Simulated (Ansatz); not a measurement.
# C3H9AlO2: how energies converge with the basis set

Aim: see how fast density functionals converge with the basis set for C3H9AlO2.

The runs use Ansatz 0.2.0, Gaussian basis; one geometry, several basis sets.

The runs, in order: PBE0-D4/def2-SVP; ωB97M-V/def2-SVP; PBE0-D4/def2-QZVPP; ωB97M-V/def2-QZVPP; the functionals' def2-TZVPP values are taken from earlier runs.

## 1. Structure used throughout

All runs share one geometry, relaxed beforehand with PBE0-D4 in a triple-zeta def2 set.

SMILES `C[CH](C)[Al]([OH])[OH]`, 15 atoms, charge 0, spin multiplicity 1.

Atoms are counted from 1 here; the program's logs count them from 0.

Bond lengths: C1–C2 1.530 Å, C1–H7 1.094 Å, C1–H8 1.094 Å, C1–H9 1.097 Å, C2–C3 1.531 Å, C2–Al4 1.955 Å, C2–H10 1.097 Å, C3–H11 1.094 Å, C3–H12 1.097 Å, C3–H13 1.094 Å, Al4–O5 1.699 Å, Al4–O6 1.699 Å, O5–H14 0.955 Å, O6–H15 0.954 Å. Angles: C2–C1–H7 111.5°, C2–C1–H8 112.5°, C2–C1–H9 110.9°, H7–C1–H8 107.3°, H7–C1–H9 107.2°, H8–C1–H9 107.2°, C1–C2–C3 110.4°, C1–C2–Al4 112.0°, C1–C2–H10 108.4°, C3–C2–Al4 111.2°, C3–C2–H10 108.1°, Al4–C2–H10 106.5°, C2–C3–H11 111.5°, C2–C3–H12 110.9°, C2–C3–H13 112.5°, H11–C3–H12 106.9°, H11–C3–H13 107.5°, H12–C3–H13 107.2° and more.

## 2. PBE0-D4 in def2-SVP

Input file in.yaml:

```yaml
crystal:
  periodic: [false, false, false]
  atoms:
    - {symbol: C, position_ang: [-0.769179, -0.406138, 1.527328]}
    - {symbol: C, position_ang: [-0.033358, -0.681634, 0.214985]}
    - {symbol: C, position_ang: [1.472746, -0.804487, 0.463174]}
    - {symbol: Al, position_ang: [-0.419675, 0.673111, -1.140312]}
    - {symbol: O, position_ang: [-0.945800, 0.194234, -2.682652]}
    - {symbol: O, position_ang: [-0.192516, 2.302216, -0.715840]}
    - {symbol: H, position_ang: [-0.487682, 0.563627, 1.948254]}
    - {symbol: H, position_ang: [-1.856299, -0.405513, 1.405335]}
    - {symbol: H, position_ang: [-0.527044, -1.167732, 2.278960]}
    - {symbol: H, position_ang: [-0.390438, -1.637054, -0.189369]}
    - {symbol: H, position_ang: [1.896272, 0.133941, 0.834432]}
    - {symbol: H, position_ang: [1.682840, -1.571289, 1.219088]}
    - {symbol: H, position_ang: [2.025168, -1.080902, -0.439835]}
    - {symbol: H, position_ang: [-1.144289, 0.782714, -3.407765]}
    - {symbol: H, position_ang: [-0.332546, 3.054406, -1.286382]}
basis:
  gaussian: {orbitals: def2-SVP}
hamiltonian: {xc: pbe0, dispersion: d4}
output: {orbitals: {seedname: orbitals}}
```

Run with:

```console
> ansatz run in.yaml --threads 2 --pin off --events-out ev --progress --plain --max-ram 32768MiB --backend cpu
```

The runs that follow: ωB97M-V in def2-SVP; PBE0-D4 in def2-QZVPP; ωB97M-V in def2-QZVPP.

Before running them: what should the planned runs give, taken together? Wanted: PBE0-D4: double and triple zeta above quadruple; ωB97M-V: double and triple zeta above quadruple.

The runs gave:

| quantity | value |
| --- | --- |
| PBE0-D4: double and triple zeta above quadruple | 11.82, 0.66 eV |
| ωB97M-V: double and triple zeta above quadruple | 12.11, 0.63 eV |

In words: For PBE0-D4 the step from double to triple zeta gains 11.16 eV and the next only 0.66 eV. Total energies overstate the basis error of differences, where much of it tends to cancel. The LUMO of ωB97M-V is positive and keeps falling with the basis (1.74 to 0.62 eV): an unbound level that the basis holds in place.
